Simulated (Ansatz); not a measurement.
# GeP+ (triplet): from Hartree-Fock to the top rungs at distance Ge1–P2 = 7.866 Å, cc-pVDZ

Aim: climb from Hartree-Fock through coupled cluster and multireference methods for GeP+ (triplet) at one geometry and basis, and see what each rung misses.

The runs use Ansatz 0.2.0, Gaussian basis; cc-pVDZ, core rule «outside noble gas», up to 19 orbitals frozen.

To be run: UHF; CCSD(T) on ROHF; CCSD(T) on UHF; BCCD(T) on ROHF; CISD as a restricted active space (open shells left free, so some higher excitations enter); CCSDT(Q) on UHF; CCSDTQ on UHF; CASSCF and MRCISD+Q, 4 electrons in 4 orbitals; CASSCF and NEVPT2, 4 electrons in 4 orbitals; CASSCF and MRCISD+Q, 8 electrons in 8 orbitals; CASSCF and NEVPT2, 8 electrons in 8 orbitals; Full CI; Full CI in the symmetry of the determinant.

7 further runs of the same task are left out: 4 for a known fault of the program, 3 that didn't finish. Runs told in other sessions of the task aren't counted.

## (1) What is computed

The geometry derives from a PBE0/def2-TZVP stationary point (not a proven minimum). One bond is set to the value named and the two fragments are kept rigid. No spin-orbit coupling is included. The filled d shell of Ge may be among the frozen orbitals whatever the setting's name suggests.

2 atoms, charge 1, spin multiplicity 3.

Atoms are counted from 1 here; the program's logs count them from 0.

No contacts short enough for the rule that draws bonds.

## (2) UHF

File in.yaml:

```yaml
crystal:
  periodic: [false, false, false]
  atoms:
    - {symbol: Ge, position_ang: [0.000000, 0.000000, 0.000000]}
    - {symbol: P, position_ang: [0.000000, 0.000000, 7.866000]}
basis:
  gaussian: {orbitals: cc-pVDZ}
total_charge: 1
magnetization: {spin_polarized: true, initial_magnetization: 2}
hamiltonian: {xc: hf}
output: {orbitals: {seedname: orbitals}}
```

On the command line:

```
> ansatz run in.yaml --threads 1 --pin off --events-out ev --progress --plain --max-ram 4096MiB --backend cpu
```

The runs that follow: CCSD(T) on ROHF; CCSD(T) on UHF; BCCD(T) on ROHF; CISD as a restricted active space (open shells left free, so some higher excitations enter); CCSDT(Q) on UHF; CCSDTQ on UHF; CASSCF and MRCISD+Q, 4 electrons in 4 orbitals; CASSCF and NEVPT2, 4 electrons in 4 orbitals; CASSCF and MRCISD+Q, 8 electrons in 8 orbitals; CASSCF and NEVPT2, 8 electrons in 8 orbitals; Full CI; Full CI in the symmetry of the determinant.

Q: Predict the results of all the runs planned. Wanted: FCI from the RHF energy; RMP2 from FCI; UMP2 from FCI; RCCSD from FCI; RCCSD(T) from FCI; UCCSD(T) from FCI; UCCSDT(Q) from FCI; NEVPT2 pair from FCI; MRCISD+Q pair from FCI.

**Answer**, as computed:

| quantity | value |
| --- | --- |
| FCI from the ROHF energy | -6.1538 eV |
| RMP2 from FCI | +2410.2 meV |
| UMP2 from FCI | +953.4 meV |
| RCCSD from FCI | +59.4 meV |
| RCCSD(T) from FCI | -41.4 meV |
| UCCSD(T) from FCI | +8.8 meV |
| UCCSDT(Q) from FCI | -6.1 meV |
| NEVPT2 pair from FCI | +902.4 meV |
| MRCISD+Q pair from FCI | -83.6 meV |
| NEVPT2 valence from FCI | +681.5 meV |
| levels within 1 kcal/mol (43 meV) | RCCSD(T), UCCSD(T), BCCD(T), UCCSDT, UCCSDT(Q), UCCSDTQ |
| T1 diagnostic | 0.533 |
| effectively unpaired electrons | 4.05 |

What this shows: RCCSD(T) misses by -41.4 meV, 0.7 % of the correlation energy. CCSD(T) misses by -41.4 meV on the restricted determinant and by +8.8 meV on the unrestricted one; the two need not hold the same state or core. RCCSD(T), UCCSDT, UCCSDT(Q), UCCSDTQ, MRCISD+Q pair, MRCISD+Q valence fall below full CI: unrestricted runs freeze a spin-polarised core, another one than full CI's, and coupled cluster isn't variational. The occupations show strong static correlation (4.0 unpaired electrons where one determinant has 2). Coupled cluster on one determinant still stays close here. Of the multireference levels listed MRCISD+Q valence comes nearest in total energy (-65.6 meV), which doesn't show that its space is the better one. Coupled cluster took another determinant than the lowest Hartree-Fock one. These misses are within one basis, not against nature; the frozen cores of restricted and unrestricted runs differ, which can shift their rows.

Levels on UHF freeze UHF's core orbitals, full CI those of ROHF, so the U rows can settle a little off it for that reason alone.

With open shells the CI space here admits some higher excitations, so it is larger than plain CISD.
